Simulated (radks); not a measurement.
# Pt⁸⁺ in [Xe] 4f14 5d2: an all-electron calculation

What are the levels of the platinum ion Pt8+, how large are its shells, and how does its energy divide?

Method: Dirac Kohn-Sham, PBE, spin-unpolarised, spherical densities, finite nucleus; open shells fill j = l - 1/2 first. Code: radks (a radial shooting solver on a logarithmic mesh, Libxc functionals) version 1.

## (1) What is computed

- element: platinum (Z = 78)
- charge: +8
- electrons: 70
- configuration: [Xe] 4f14 5d2
- nuclear rms radius: 5.427 fm

## (2) The run

Input:

```text
Z 78
configuration [Xe] 4f14 5d2 6s0 6p0 5f0 6d0
relativity Dirac
functional pbe,pbe
spin unpolarised
j_filling energy
nucleus finite rms 5.427 fm
c 137.035999084
```

Started as:

```sh
$ python run_ks.py task.json out
```

This one command runs every case of the session in turn.

What does the calculation give?

**Answer**, as computed:

```
                        quantity                   value
                    total energy     -18426.7488 hartree
exchange-correlation share of it                  1.91 %
                            −T/E                  1.1436
          highest occupied level       5d3/2, -117.88 eV
    most extended occupied level  5d3/2, <r> = 1.26 bohr
 radius at density 0.001 e/bohr³               2.54 bohr
    maxima of the radial density                       4
         ionisation energy, NIST         126 (theory) eV
```

What this shows: 5 principal shells are occupied and 4 maxima appear in the radial density; where shells overlap, one shows as a shoulder or not at all. −T/E is 1.144: with relativity the kinetic term as defined here no longer equals −E. Minus the highest eigenvalue, 117.88 eV, is 94 % of the tabulated ionisation energy (126 eV). Spin polarisation and multiplet splitting are left out.
